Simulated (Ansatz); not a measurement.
# C2H9OPSi, SMILES CCO[SiH2]P: a geometry optimisation

With Ansatz 0.2.0 through its Python package.

At the Python prompt:
```pycon
>>> import ansatz as az
>>> from ase import Atoms
>>> import numpy as np
>>> BASIS_SET = "def2-SVP"
>>> XC = "pbe0"
>>> atoms = Atoms(["C", "C", "O", "Si", "P", "H", "H", "H", "H", "H", "H", "H", "H", "H"], positions=[
...     (-0.985, -0.2833, 2.0571),
...     (0.0765, -0.6162, 1.0829),
...     (-0.1356, 0.1257, -0.133),
...     (1.0603, -0.0848, -1.3593),
...     (0.3641, 1.2029, -3.0402),
...     (-2.0122, -0.4479, 1.6072),
...     (-0.9901, 0.8386, 2.2581),
...     (-0.8953, -0.7659, 2.9818),
...     (1.0522, -0.3531, 1.5817),
...     (0.0392, -1.6899, 0.9069),
...     (0.9568, -1.5134, -1.7628),
...     (2.361, 0.2905, -0.8751),
...     (0.1244, 2.41, -2.2731),
...     (-1.0294, 0.8575, -3.0034),
... ])
>>> geometry = az.Crystal.molecule_from_ase(atoms)
>>> calc = (
...     geometry.calculation()
...     .basis(gaussian=BASIS_SET)
...     .functional(XC)
... )
>>> symbols = [site.symbol for site in geometry.cartesian_sites]
>>> start = np.array([site.position_ang for site in geometry.cartesian_sites], dtype=float)
>>> def progress(event):
...     if event["event"] == "relax_step":
...         row = event["data"]
...         print(f"step {row['step']:3d}  E = {row['lagrangian_ev']:.6f} eV  max force {row['allowed_force_max_ev_ang']:.4f} eV/A")
...
>>> report = calc.relax(force_tolerance=0.01).session().plan().execute(on_event=progress).report
step   1  E = -21414.408669 eV  max force 2.9035 eV/A
step   2  E = -21414.645131 eV  max force 0.8599 eV/A
step   3  E = -21414.759472 eV  max force 0.6118 eV/A
step   4  E = -21414.777500 eV  max force 0.3047 eV/A
step   5  E = -21414.781912 eV  max force 0.2704 eV/A
step   6  E = -21414.786460 eV  max force 0.0898 eV/A
step   7  E = -21414.787422 eV  max force 0.0079 eV/A
step   8  E = -21414.787602 eV  max force 0.0161 eV/A
step   9  E = -21414.787647 eV  max force 0.0091 eV/A
>>> end = np.array(report["positions_ang"])
>>> for key in ("converged", "free_energy_ev", "reference_energy_ev", "n_frozen", "n_occupied", "n_virtual"):
...     print(f"{key:22s} {report[key]}")
...
converged              True
free_energy_ev         -21414.78767725352
reference_energy_ev    -21414.78767725352
n_frozen               0
n_occupied             [29, 29]
n_virtual              [94, 94]
>>> print("bond        before    after (A)")
bond        before    after (A)
>>> for i, j in [(0, 1), (0, 5), (0, 6), (0, 7), (1, 2), (1, 8), (1, 9), (2, 3), (3, 4), (3, 10), (3, 11), (4, 12), (4, 13)]:
...     d0, d1 = (np.linalg.norm(xyz[i] - xyz[j]) for xyz in (start, end))
...     print(f"{symbols[i]}{i}-{symbols[j]}{j}".ljust(10), f"{d0:8.4f} {d1:8.4f}")
...
C0-C1        1.4787   1.5107
C0-H5        1.1334   1.1002
C0-H6        1.1398   1.1002
C0-H7        1.0469   1.1006
C1-O2        1.4401   1.4103
C1-H8        1.1269   1.1078
C1-H9        1.0887   1.1078
O2-Si3       1.7258   1.6667
Si3-P4       2.2290   2.2501
Si3-H10      1.4881   1.4979
Si3-H11      1.4377   1.4978
P4-H12       1.4502   1.4286
P4-H13       1.4361   1.4286
>>> with open("c2h9opsi_opt.xyz", "w") as handle:
...     handle.write(f"{len(symbols)}\nrelaxed C2H9OPSi\n")
...     handle.writelines(f"{s:2s} {x:11.6f} {y:11.6f} {z:11.6f}\n" for s, (x, y, z) in zip(symbols, end))
...
20
```

File `c2h9opsi_opt.xyz` afterwards:
```text
14
relaxed C2H9OPSi
C    -1.041834   -0.223179    2.060383
C     0.080635   -0.616944    1.129129
O    -0.050128    0.084739   -0.087182
Si    0.992412   -0.076371   -1.377556
P     0.342266    1.244291   -3.079300
H    -2.016989   -0.460251    1.609529
H    -1.013166    0.858030    2.261919
H    -0.959602   -0.759572    3.017864
H     1.059000   -0.393625    1.598380
H     0.056989   -1.709384    0.946928
H     1.017887   -1.495171   -1.857155
H     2.383904    0.310285   -0.980586
H     0.156731    2.378733   -2.231055
H    -1.021205    0.829120   -2.982499
```

What to keep in mind:
- Total energies depend on the basis set; only differences at equal settings carry meaning.
- The end point is the stationary point reached from this start; no frequency run checks that it is a minimum, and the basis set is modest.
- Hardware and time: 30 s on 1 thread of AMD EPYC 9R45 96-Core Processor (Zen 5), with other jobs on the host, peak memory 0.37 GiB.

(Lines on the test bed's own set-up are left out of the output.)
